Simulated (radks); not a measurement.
# Rh³⁺ in [Ar] 3d10 4s1.75 4p6 4d6 4f0.25: an all-electron calculation

What are the levels of the rhodium ion Rh3+, how large are its shells, and how does its energy divide?

Program: radks (a radial shooting solver on a logarithmic mesh, Libxc functionals) version 1. Level of theory: scalar-relativistic Kohn-Sham, AM05, spin-unpolarised, spherical densities, finite nucleus. These are calculated values, not measurements, unless marked.

## (1) The atom as given

- element: rhodium (Z = 45)
- charge: +3
- electrons: 42
- configuration: [Ar] 3d10 4s1.75 4p6 4d6 4f0.25
- nuclear rms radius: 4.4945 fm

## (2) Self-consistent calculation

Input:

```text
Z 45
configuration [Ar] 3d10 4s1.75 4p6 4d6 4f0.25 5s0 5p0
relativity scalar-relativistic
functional am05,am05
spin unpolarised
nucleus finite rms 4.4945 fm
c 137.035999084
```

Command:

```console
python run_ks.py task.json out
```

The same process makes all the runs of this session.

Q: Predict the outcome of this run.

**Answer**, as computed:

| quantity | value |
| --- | --- |
| total energy | -4776.43911 hartree |
| exchange-correlation share of it | 2.78 % |
| −T/E | 1.0354 |
| highest occupied level | 4f, -10.605 eV |
| most extended occupied level | 4f, <r> = 4.13 bohr |
| radius at density 0.001 e/bohr³ | 3.31 bohr |
| maxima of the radial density | 4 |

What this shows: The radial density shows 4 maxima for 4 occupied principal shells. Relativity lifts −T/E to 1.035. This is not the tabulated ground configuration, so its levels and sizes aren't those of the ground state, and no measured value stands beside it.
